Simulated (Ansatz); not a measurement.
# The cluster Na₆Au+: reading failed and doubtful runs

1 input was typed for the cluster Na₆Au+. Each is run as it stands; the log then has to tell whether the result can be used.

The runs use Ansatz 0.2.0, Gaussian basis; the settings change from run to run.

3 further runs of the same task are left out: 3 set aside as unsound or not needed. Runs told in other sessions of the task aren't counted.

### Step 1. The geometry

An earlier PBE-D4/def2-SVP relaxation fixed the geometry. Au takes a core potential in def2 sets; no spin-orbit term is included.

7 atoms, charge 1, spin multiplicity 1.

Atoms are counted from 1 here; the program's logs count them from 0.

Bond lengths: Au1–Na2 2.910 Å, Au1–Na3 2.993 Å, Au1–Na4 2.864 Å, Au1–Na5 2.908 Å, Au1–Na6 3.006 Å, Na2–Na3 3.623 Å, Na2–Na5 3.836 Å, Na2–Na6 3.230 Å, Na2–Na7 3.559 Å, Na3–Na4 3.534 Å, Na3–Na6 3.841 Å, Na3–Na7 3.546 Å, Na5–Na6 3.550 Å, Na6–Na7 3.671 Å. Angles: Na2–Au1–Na3 75.7°, Na2–Au1–Na4 123.5°, Na2–Au1–Na5 82.5°, Na2–Au1–Na6 66.2°, Na3–Au1–Na4 74.2°, Na3–Au1–Na5 150.7°, Na3–Au1–Na6 79.6°, Na4–Au1–Na5 134.9°, Na4–Au1–Na6 147.5°, Na5–Au1–Na6 73.8°, Au1–Na2–Na3 53.2°, Au1–Na2–Na5 48.7°, Au1–Na2–Na6 58.4°, Au1–Na2–Na7 102.5°, Na3–Na2–Na5 99.8°, Na3–Na2–Na6 67.9°, Na3–Na2–Na7 59.2°, Na5–Na2–Na6 59.6° and more.

### Step 2. Input 1

Input file in.yaml:

```yaml
crystal:
  periodic: [false, false, false]
  atoms:
    - {symbol: Au, position_ang: [-0.796806, -1.534139, 2.374450]}
    - {symbol: Na, position_ang: [2.940027, 3.333411, 0.551597]}
    - {symbol: Na, position_ang: [-4.368751, 1.651773, -2.146493]}
    - {symbol: Na, position_ang: [-6.507644, -0.773032, 4.923063]}
    - {symbol: Na, position_ang: [4.767830, -3.950418, 4.402752]}
    - {symbol: Na, position_ang: [2.763778, -2.785984, -3.056413]}
    - {symbol: Na, position_ang: [1.201589, 4.058367, -7.048934]}
basis:
  gaussian: {orbitals: def2-mTZVPP, fitting: {mean_field: def2-universal-jkfit}, final_grid: {core_spheres: 5, valence_spheres: 4, degree: 11}}
total_charge: 1
hamiltonian: {xc: {name: r2SCAN0}, dispersion: d3bjatm}
```

On the command line:

```console
> ansatz run in.yaml --threads 4 --pin off --events-out ev --progress --plain --max-ram 4787MiB
```

Q: Predict the results of all the runs planned.

**Answer**, as computed:

```csv
input,level,ended,cause,time
1,r2SCAN0/def2-mTZVPP,converged,the geometry is stretched to more than twice its size,53 s
```

1 converged. The dangerous case is the input that converges on a wrong geometry, charge, spin, basis or grid: often only a look at the input shows it.
